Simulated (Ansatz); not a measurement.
# C2H5FGeO: up Jacob's ladder to CCSD(T)

How much do the methods differ for C2H5FGeO? The plan is to run it at one geometry with functionals of several rungs and with coupled cluster. The yardstick is the atomisation energy at the CCSD(T) limit.

Method: functionals in def2-TZVPP, the program's frozen cores in correlated methods; program: Ansatz 0.2.0, Gaussian basis.

Plan: PBE-D4, r2SCAN-D4, PBE0-D4, B3LYP-D4, ωB97X-V, ωB97M-V, B2PLYP; CCSD(T)/def2-TZVPP; MP2/def2-QZVPP; extrapolation to the limit.

### 1 The relaxed structure

All runs share one geometry, relaxed beforehand with PBE0-D4 in a triple-zeta def2 set.

SMILES `[CH3][GeH]([F])[CH]=O`, 10 atoms, charge 0, spin multiplicity 1.

Atoms are counted from 1 here; the program's logs count them from 0.

Bond lengths: C1–Ge2 1.934 Å, C1–H6 1.090 Å, C1–H7 1.090 Å, C1–H8 1.091 Å, Ge2–F3 1.750 Å, Ge2–C4 2.003 Å, Ge2–H9 1.539 Å, C4–O5 1.202 Å, C4–H10 1.114 Å. Angles: Ge2–C1–H6 109.6°, Ge2–C1–H7 110.5°, Ge2–C1–H8 109.3°, H6–C1–H7 109.3°, H6–C1–H8 108.9°, H7–C1–H8 109.2°, C1–Ge2–F3 108.2°, C1–Ge2–C4 111.5°, C1–Ge2–H9 114.6°, F3–Ge2–C4 104.8°, F3–Ge2–H9 105.9°, C4–Ge2–H9 111.1°, Ge2–C4–O5 120.5°, Ge2–C4–H10 118.9°, O5–C4–H10 120.6°.

### 2 PBE-D4 (GGA)

File in.yaml:

```yaml
crystal:
  periodic: [false, false, false]
  atoms:
    - {symbol: C, position_ang: [-1.177139, -0.949234, 0.067290]}
    - {symbol: Ge, position_ang: [0.343643, 0.103952, 0.632895]}
    - {symbol: F, position_ang: [1.640118, -0.991952, 1.056969]}
    - {symbol: C, position_ang: [1.073794, 1.204614, -0.872710]}
    - {symbol: O, position_ang: [0.341631, 1.875650, -1.548925]}
    - {symbol: H, position_ang: [-0.862958, -1.671411, -0.686470]}
    - {symbol: H, position_ang: [-1.609815, -1.479877, 0.915251]}
    - {symbol: H, position_ang: [-1.930797, -0.289898, -0.366431]}
    - {symbol: H, position_ang: [0.095742, 0.968038, 1.881778]}
    - {symbol: H, position_ang: [2.168880, 1.179120, -1.076648]}
basis:
  gaussian: {orbitals: def2-TZVPP}
hamiltonian: {xc: pbe, dispersion: d4}
output: {forces: true, orbitals: {seedname: orbitals}}
```

The run is started by

```sh
> ansatz run in.yaml --threads 4 --pin off --events-out ev --progress --plain --max-ram 10444MiB
```

The runs that follow: r2SCAN-D4 (meta-GGA); PBE0-D4 (hybrid); B3LYP-D4 (hybrid); ωB97X-V (range-separated); ωB97M-V (range-separated); B2PLYP (double hybrid); CCSD(T) in def2-TZVPP; MP2 in def2-QZVPP.

Q: Predict the results of all the runs planned. Wanted: atomisation energy, CCSD(T)/CBS; farthest; mean size of error, hybrid; mean size of error, range-separated; gap, smallest and largest; T1 diagnostic; triples share of the correlation energy.

The runs gave:

| quantity | value |
| --- | --- |
| atomisation energy, CCSD(T)/CBS | 897.3 kcal/mol |
| functionals within 9.0 kcal/mol (1.0 %) | r2SCAN-D4, PBE0-D4, B3LYP-D4, ωB97X-V, ωB97M-V |
| farthest | PBE-D4 (+19.3 kcal/mol) |
| mean size of error, hybrid | 4.5 kcal/mol |
| mean size of error, range-separated | 1.9 kcal/mol |
| gap, smallest and largest | 2.87 eV (PBE-D4), 10.19 eV (ωB97X-V) |
| T1 diagnostic | 0.0132 |
| triples share of the correlation energy | 3.7 % |

In words: PBE-D4 misses by +19.3 kcal/mol. Double hybrids carry the basis error of their MP2 part in triple zeta, and no dispersion term here, so their miss is partly the set-up's. The reference freezes the cores and leaves out relativity and excitations past (T), and its outer-core shells are covered unevenly, so misses under about 9.0 kcal/mol can't be ranked. Hartree-Fock recovers 71 % of the binding; the rest is correlation. The gap grows from 2.9 to 10.2 eV across the functionals, mostly with the share of exact exchange. Correlated methods include outer-core shells of Ge, which these sets cover unevenly.
